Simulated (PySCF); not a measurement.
# C5H11PSe: the cost of one run

Computed with PySCF 2.14.0 and routines of our own; the level stands in each step. Atoms count from 0.

## (1) The system as given

18 atoms, charge 0, multiplicity 1; geometry from: GFN2-xTB.

## (2) Magnetic properties: GIAO HF/pcSseg-1

What the job is given:

```
{"job": {"kind": "mag", "xc": "HF", "basis": "pcSseg-1", "isotopologues": 2}, "charge": 0, "multiplicity": 1}
C      2.193994     0.459778    -1.202988
C      1.765213    -0.156721     0.119934
P      0.188293    -1.097990     0.039664
Se    -0.339547    -2.018937     1.825607
C     -1.048282     0.021385    -0.689817
C     -1.695635     0.993165     0.258260
C     -2.480272    -0.153781    -0.274516
H      3.187285     0.893048    -1.107220
H      1.507133     1.246255    -1.506057
H      2.224426    -0.295528    -1.986297
H      1.632819     0.607487     0.892906
H      2.516538    -0.863302     0.487811
H      0.438166    -1.970224    -1.028691
H     -0.840764     0.338506    -1.704825
H     -1.397125     0.944631     1.297306
H     -1.908283     1.991530    -0.093538
H     -3.247072     0.028965    -1.012075
H     -2.705645    -0.961949     0.408119
```

With the program's defaults for keys left out, this is: GIAO HF/pcSseg-1 magnetisability, rotational g tensor and spin-rotation constants, non-relativistic, gas phase.

The run is started by

```console
$ OMP_NUM_THREADS=1 python excited_run.py task.json out
```

The driver reads the jobs from task.json and runs them one after another.

Q: Estimate the wall time and peak memory of this first job on 1 thread of Arm Neoverse N1, shared host.

About 43 s, with a peak of 1 GiB.
